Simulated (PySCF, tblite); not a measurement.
**C6H3F3O: geometry, infrared bands and NMR shifts**

What infrared bands and NMR shifts should C6H3F3O (`C=C(C#CC(F)(F)F)C=O`) show?

Programs: tblite 0.8.0 and PySCF 2.14.0, with density-fitted response routines of our own. Each step states its level of theory. These are calculated values for one molecule in the gas phase, unless marked as measured. Atoms are numbered from 0 throughout.

### Step 1. The starting structure

13 atoms, charge 0, multiplicity 1; geometry from: force field or distance geometry start.

Bonds of the start (Å): C0–C1 1.34, C1–C2 1.44, C2–C3 1.19, C3–C4 1.46, C4–F5 1.35, C4–F6 1.34, C4–F7 1.36, C1–C8 1.48, C8–O9 1.23, C0–H10 1.08, C0–H11 1.10, C8–H12 1.10.

### Step 2. Optimising the geometry with GFN2-xTB

What the job is given:

```
{"job": {"kind": "relax", "xc": "GFN2-xTB", "basis": "xTB"}, "charge": 0, "multiplicity": 1}
C     -2.062300    -0.937700    -0.069400
C     -1.255200     0.128400    -0.031500
C      0.171300    -0.048400     0.003900
C      1.353500    -0.187900     0.010300
C      2.795600    -0.386500     0.047700
F      3.118200    -1.640200    -0.341600
F      3.289300    -0.175500     1.278000
F      3.410900     0.485500    -0.796400
C     -1.831100     1.491900     0.008000
O     -3.043700     1.725600    -0.004800
H     -1.695200    -1.953400    -0.092600
H     -3.154700    -0.815000    -0.084100
H     -1.101000     2.313800     0.054600
```

Command:

```
$ OMP_NUM_THREADS=1 python probes_run.py task.json out
```

The driver reads the jobs from task.json and runs them one after another.

The program printed:

```text
step      E/eV     max force
  0    -884.88591    2.524
  1    -884.84735    4.189
  2    -884.96816    1.032
  3    -884.96810    1.119
  4    -884.98188    0.256
  5    -884.98513    0.152
  6    -884.98657    0.090
  7    -884.98700    0.076
  8    -884.98745    0.062
  9    -884.98787    0.069
 10    -884.98816    0.055
 11    -884.98840    0.041
 12    -884.98865    0.062
 13    -884.98885    0.059
 14    -884.98904    0.041
 15    -884.98927    0.054
 16    -884.98961    0.056
 17    -884.98999    0.075
 18    -884.99029    0.054
 19    -884.99048    0.028
 20    -884.99062    0.038
 21    -884.99073    0.035
 22    -884.99081    0.023
 23    -884.99085    0.019
 24    -884.99090    0.025
 25    -884.99097    0.029
 26    -884.99104    0.027
 27    -884.99113    0.024
 28    -884.99125    0.041
 29    -884.99145    0.078
 30    -884.99176    0.105
 31    -884.99212    0.092
 32    -884.99235    0.044
 33    -884.99245    0.026
 34    -884.99251    0.026
 35    -884.99258    0.031
 36    -884.99264    0.023
 37    -884.99267    0.013
 38    -884.99269    0.012
 39    -884.99270    0.013
 40    -884.99272    0.013
 41    -884.99274    0.010
 42    -884.99275    0.007
```

Run time: 0.23 s. Hardware: 1 thread of Arm Neoverse V1, shared host.

Relaxation path: (not every step is listed) (the energy doesn't fall at every step)

```
step  energy from step 0 (eV)  largest force (eV/Å)
   0                   0.0000                2.5242
   1                   0.0386                4.1888
   2                  -0.0823                1.0323
   3                  -0.0822                1.1188
   4                  -0.0960                0.2557
   5                  -0.0992                0.1522
   6                  -0.1007                0.0896
   7                  -0.1011                0.0760
   8                  -0.1015                0.0618
  10                  -0.1023                0.0551
  12                  -0.1027                0.0617
  14                  -0.1031                0.0410
  16                  -0.1037                0.0561
  18                  -0.1044                0.0543
  20                  -0.1047                0.0380
  22                  -0.1049                0.0225
  24                  -0.1050                0.0251
  26                  -0.1051                0.0272
  28                  -0.1053                0.0414
  30                  -0.1059                0.1047
  32                  -0.1064                0.0442
  34                  -0.1066                0.0264
  36                  -0.1067                0.0231
  37                  -0.1068                0.0133
  38                  -0.1068                0.0117
  39                  -0.1068                0.0130
  40                  -0.1068                0.0135
  41                  -0.1068                0.0103
  42                  -0.1068                0.0073
```

Distances of close pairs at the start and the end, largest changes first:

```
  bond  before (Å)  after (Å)  change (Å)
 C8–O9       1.235      1.199      -0.036
 C1–C2       1.438      1.412      -0.026
C0–H11       1.099      1.078      -0.021
 C4–F7       1.361      1.342      -0.018
 C2–C3       1.190      1.203      +0.013
 C4–F5       1.352      1.342      -0.010
 C1–C8       1.481      1.489      +0.008
C8–H12       1.100      1.104      +0.004
```

The next job starts from the end point, and lists it.

### Step 3. Vibrational analysis with GFN2-xTB

What the job is given:

```
{"job": {"kind": "ir", "xc": "GFN2-xTB", "basis": "xTB"}, "charge": 0, "multiplicity": 1}
C     -2.117461    -0.962005    -0.071847
C     -1.270133     0.073070    -0.023295
C      0.132270    -0.090832    -0.000403
C      1.331234    -0.191204     0.020650
C      2.777015    -0.343736     0.041197
F      3.158359    -1.575065    -0.332858
F      3.288606    -0.133809     1.264437
F      3.385740     0.520302    -0.786113
C     -1.785290     1.469299     0.010297
O     -2.950737     1.750453    -0.001718
H     -1.781610    -1.984176    -0.096864
H     -3.178265    -0.770824    -0.089012
H     -0.994116     2.239015     0.047801
```

The program printed:

```text
mode    cm-1     km/mol
  1      -4.1      0.95
  2      63.0      3.23
  3      69.6      7.57
  4     105.2      6.79
  5     137.5      0.34
  6     217.9      3.36
  7     243.8      6.58
  8     349.3     11.92
  9     401.4      2.57
 10     401.7      3.60
 11     459.4      2.35
 12     476.9      0.94
 13     541.6      7.86
 14     544.8      9.16
 15     582.0     39.58
 16     678.0      0.39
 17     730.7      5.06
 18     912.2     46.53
 19     919.1     12.68
 20     942.7     15.38
 21     946.3    106.93
 22    1033.0    331.95
 23    1035.3    326.73
 24    1141.8    265.89
 25    1284.5     99.29
 26    1355.9     33.25
 27    1373.3      6.94
 28    1624.8     44.18
 29    1764.0    272.01
 30    2353.9     74.13
 31    2805.6     76.78
 32    3103.4      1.94
 33    3145.2      2.55
```

Run time: 0.37 s. Hardware: 1 thread of Arm Neoverse V1, shared host.

Which atoms move in the most intense modes:

```
cm⁻¹  km/mol                               atoms
 946   106.9         H11 24 %, H10 21 %, C0 17 %
1033   331.9                    C4 74 %, F6 16 %
1035   326.7                    C4 74 %, F5 16 %
1142   265.9                    C4 46 %, C1 24 %
1284    99.3  C1 34 %, C4 21 %, C3 12 %, C2 11 %
1764   272.0                    C8 57 %, O9 39 %
2354    74.1                    C2 50 %, C3 49 %
2806    76.8                            H12 94 %
```

### Step 4. NMR shieldings: PBE0/pcSseg-1

Same as in step 3 but for these lines:

```diff
@@ -1,2 +1,2 @@
-{"job": {"kind": "ir", "xc": "GFN2-xTB", "basis": "xTB"}, "charge": 0, "multiplicity": 1}
+{"job": {"kind": "nmr", "xc": "PBE0", "basis": "pcSseg-1"}, "charge": 0, "multiplicity": 1}
 C     -2.117461    -0.962005    -0.071847
```

With the program's defaults for keys left out, this is: GIAO PBE0/pcSseg-1 NMR shielding, non-relativistic, gas phase.

The program printed:

```text
coarse grid: 12720 points
cycle   1  E = -604.0756491709  dE =  1.886e+00  |g| = 1.157e+00  |ddm| = 3.957e+00
cycle   2  E = -603.5172536840  dE =  5.584e-01  |g| = 2.108e+00  |ddm| = 3.356e+00
cycle   3  E = -604.3023242784  dE = -7.851e-01  |g| = 2.999e-01  |ddm| = 2.560e+00
cycle   4  E = -604.3182945817  dE = -1.597e-02  |g| = 1.006e-01  |ddm| = 3.345e-01
cycle   5  E = -604.3195351506  dE = -1.241e-03  |g| = 4.522e-02  |ddm| = 1.074e-01
cycle   6  E = -604.3199463745  dE = -4.112e-04  |g| = 1.551e-02  |ddm| = 4.242e-02
cycle   7  E = -604.3200022889  dE = -5.591e-05  |g| = 3.609e-03  |ddm| = 1.428e-02
cycle   8  E = -604.3200049583  dE = -2.669e-06  |g| = 7.075e-04  |ddm| = 3.387e-03
final grid: 129384 points
cycle   9  E = -604.4099114337  dE = -2.925e-05  |g| = 1.222e-02  |ddm| = 7.287e-02
cycle  10  E = -604.4098286038  dE =  8.283e-05  |g| = 2.436e-02  |ddm| = 3.347e-02
cycle  11  E = -604.4099390890  dE = -1.105e-04  |g| = 2.328e-03  |ddm| = 2.337e-02
cycle  12  E = -604.4099400662  dE = -9.772e-07  |g| = 6.148e-04  |ddm| = 2.215e-03
cycle  13  E = -604.4099401239  dE = -5.772e-08  |g| = 3.226e-04  |ddm| = 6.575e-04
cycle  14  E = -604.4099401486  dE = -2.473e-08  |g| = 8.350e-05  |ddm| = 2.741e-04
cycle  15  E = -604.4099401500  dE = -1.319e-09  |g| = 1.647e-05  |ddm| = 7.159e-05
cycle  16  E = -604.4099401500  dE = -4.729e-11  |g| = 8.988e-06  |ddm| = 2.320e-05
converged SCF energy = -604.4099401500

GIAO shielding tensors (ppm)
atom      isotropic    diamagn.    paramagn.     s11        s22        s33       span
  0 C       36.677     250.709    -214.032    -87.697     21.818    175.911    263.608
  1 C       56.089     264.317    -208.228    -50.657     74.136    144.787    195.445
  2 C       94.511     252.337    -157.825     11.392     15.373    256.769    245.377
  3 C       98.766     256.131    -157.366     23.608     40.104    232.585    208.977
  4 C       62.593     247.789    -185.196     54.094     66.422     67.264     13.169
  5 F      233.500     473.067    -239.567    146.237    215.849    338.414    192.176
  6 F      233.256     472.926    -239.670    145.381    215.909    338.478    193.097
  7 F      234.252     473.012    -238.760    146.330    217.512    338.914    192.584
  8 C       -3.816     245.680    -249.497    -96.032     -5.152     89.735    185.767
  9 O     -337.969     393.961    -731.929   -966.130   -435.246    387.470   1353.600
 10 H       24.938      30.498      -5.559     21.042     24.514     29.260      8.218
 11 H       24.234      29.398      -5.164     21.577     23.560     27.564      5.987
 12 H       22.022      28.274      -6.252     19.894     21.862     24.310      4.416
```

Run time: 32 s. Hardware: 1 thread of Arm Neoverse V1, shared host; peak memory 0.97 GiB.

Shifts follow as δ = σ(reference) − σ, with reference shieldings (ppm) from runs at the same level and on the same kind of geometry: 1H TMS 31.72, 13C TMS 186.9, 19F CFCl3 170.9, 17O H2O 336.1. The references are single molecules in the gas phase, so shifts against H2O, NH3, PH3, H3PO4 or CFCl3 are not on the usual liquid scales and can be off by tens of ppm. Atoms listed in one row are averaged.

```
     atoms                               environment  σ (ppm)  δ (ppm)  δ scaled to CDCl3
        C8                  aldehyde carbonyl carbon     -3.8    190.7              184.2
        C0                β carbon of a C=C–C=O unit     36.7    150.2              144.7
        C1                α carbon of a C=C–C=O unit     56.1    130.8              125.8
        C4                                CF3 carbon     62.6    124.3              119.4
        C2                             alkyne carbon     94.5     92.4               88.3
        C3                             alkyne carbon     98.8     88.2               84.1
       H12   hydrogen on an aldehyde carbonyl carbon    22.02     9.70               9.25
       H11  hydrogen on a β carbon of a C=C–C=O unit    24.23     7.48               7.16
       H10  hydrogen on a β carbon of a C=C–C=O unit    24.94     6.78               6.50
F5, F6, F7                   fluorine of a CF3 group    233.7    -62.7                  –
        O9                           aldehyde oxygen   -338.0    674.0                  –
```

The scaled column applies a straight-line fit of computed shieldings to shifts measured in CDCl3, and one for carbons that bear F (root-mean-square error 0.16 ppm for H, 1.9 ppm for C).

The run also stored atomic charges by several schemes (e):

```
     atoms  Mulliken    IAO  Hirshfeld  ESP fit
        C0      0.05  -0.21      -0.02    -0.33
        C1     -0.58  -0.08       0.00     0.16
        C2      0.40   0.02      -0.01    -0.18
        C3     -0.33  -0.10      -0.08    -0.11
        C4      0.82   0.81       0.27     0.63
F5, F6, F7     -0.26  -0.27      -0.09    -0.19
        C8      0.37   0.26       0.13     0.37
        O9     -0.34  -0.37      -0.20    -0.42
```

Mayer bond orders: C0–C1 1.88, C1–C2 0.95, C2–C3 2.03, C3–C4 1.19, C4–F5 0.97, C4–F6 0.97, C4–F7 0.97, C1–C8 1.00, C8–O9 2.02.

The fields below are evaluated on a grid from the run's orbitals.

Frontier orbitals at PBE0/pcSseg-1, with the share of their density that lies nearest to each atom:

```
orbital  energy (eV)                                   lies on
   HOMO        -8.24                O9 62 %; H12 13 %; C1 10 %
   LUMO        -2.90  C0 29 %; C1, C8 about 14 % each; O9 13 %
```

ELF in a plane through or near 10 of the atoms.

Values, 10 rows by 14 columns:
```
0.00 0.00 0.00 0.00 0.00 0.00 0.00 0.00 0.00 0.00 0.00 0.00 0.00 0.00
0.00 0.00 0.00 0.00 0.00 0.00 0.00 0.00 0.01 0.00 0.00 0.00 0.00 0.00
0.00 0.00 0.00 0.00 0.00 0.00 0.00 0.45 1.00 0.30 0.26 0.45 0.01 0.00
0.00 0.00 0.13 0.31 0.04 0.11 0.21 0.07 0.99 0.53 0.78 0.89 0.16 0.00
0.00 0.00 0.08 0.38 0.34 0.64 0.86 0.52 0.65 0.62 0.72 0.88 0.18 0.00
0.00 0.00 0.05 0.49 0.52 0.32 0.82 0.44 0.21 0.66 0.23 0.05 0.00 0.00
0.00 0.03 0.72 0.82 0.29 0.31 0.64 0.13 0.41 0.68 1.00 0.99 0.02 0.00
0.00 0.00 0.09 0.34 0.13 0.00 0.02 0.03 1.00 0.98 0.18 0.19 0.00 0.00
0.00 0.00 0.00 0.00 0.00 0.00 0.00 0.00 0.62 0.51 0.01 0.00 0.00 0.00
0.00 0.00 0.00 0.00 0.00 0.00 0.00 0.00 0.00 0.00 0.00 0.00 0.00 0.00
```
The map spans 11.8 Å across and 9.6 Å up, centred on the molecule. Atoms in the plane (x, y in Å): C0 (2.0, -1.2), C1 (1.3, -0.1), C2 (-0.1, -0.1), C3 (-1.3, 0.0), C4 (-2.8, 0.0), C8 (2.0, 1.2), O9 (3.1, 1.4), H10 (1.5, -2.2), H11 (3.1, -1.2), H12 (1.3, 2.1).

log10 of the density (e/Å³) in the same plane.

Ten even steps from ' ' (-4.0) to '@' (2.0):
```
                                                        
                                                        
                            ....::::....                
                          ..::::----::::::::::..        
            ....      ....::--==++++==========--::      
        ::::--::::..::::::::==++****++++++++++==--..    
      ::--======------------==++**##****####**++--::    
    ..--==++++++==============++**##@@##%%@@##++==::    
    ::--==++******++********++++**##**********==--::    
    ..--==++**%%****########****####**++++++++==::..    
    ::--==++**####**######%%####%%##**++++====--::      
    ::==++**##********************####****++==--::      
    ::==++##%%##++======++++==++**##@@####**++--::      
    ::--++******++==----------==****##****++==--..      
      ::--======--::::::::::--==++****++==----::..      
        ::::--::::..........::====++++==--::::..        
                            ..::------::::..            
                              ....::::..                
                                                        
                                                        
```
The map spans 11.8 Å across and 9.6 Å up, centred on the molecule. Atoms in the plane (x, y in Å): C0 (2.0, -1.2), C1 (1.3, -0.1), C2 (-0.1, -0.1), C3 (-1.3, 0.0), C4 (-2.8, 0.0), C8 (2.0, 1.2), O9 (3.1, 1.4), H10 (1.5, -2.2), H11 (3.1, -1.2), H12 (1.3, 2.1).

On the surface of density 0.002 e/bohr³ the electrostatic potential runs, from the 1st to the 99th percentile, from -1.20 V near O9 to 1.43 V near H10.

### Step 5. Results

| quantity | value |
| --- | --- |
| strongest single infrared mode (GFN2-xTB) | 1033 cm⁻¹, 332 km/mol |
| zero-point energy (GFN2-xTB) | 45.4 kcal/mol |
| 13C shifts against TMS (PBE0/pcSseg-1) | 190.7, 150.2, 130.8, 124.3, 92.4, 88.2 ppm |
| 1H shifts against TMS (PBE0/pcSseg-1) | 9.70, 7.48, 6.78 ppm |
| 19F shifts against CFCl3 (PBE0/pcSseg-1, means over atoms taken as alike) | -62.7 ppm |
| 17O shifts against H2O (PBE0/pcSseg-1) | 674.0 ppm |
| surface potential, 1st and 99th percentile | -1.20 V and 1.43 V |

What this shows: Over 42 steps the energy fell by 0.107 eV; of the close pairs, C8–O9 changed most, 1.235 to 1.199 Å. The lowest mode is slightly imaginary (4i cm⁻¹), a soft motion within the noise of the Hessian, so the minimum is not strictly shown. Unscaled tight-binding wavenumbers are off by several per cent, some by more. Its intensities can rank the bands wrongly. C8 (aldehyde carbonyl carbon) lies farthest downfield among carbon, at 190.7 ppm; low-lying n→π* states of the double bond to the heteroatom give a large paramagnetic term (-249 ppm). H12 (hydrogen on an aldehyde carbonyl carbon) lies farthest downfield among hydrogen, at 9.70 ppm; the formyl region, downfield of aromatic protons. At PBE0/pcSseg-1: The widest tensor belongs to O9: span 1354 ppm, with a paramagnetic part of -732 ppm. At PBE0/pcSseg-1, counted by nearest atom on the grid, the HOMO lies on O9 62 %; H12 13 %, the LUMO on C0 29 %; C1, C8 about 14 % each.
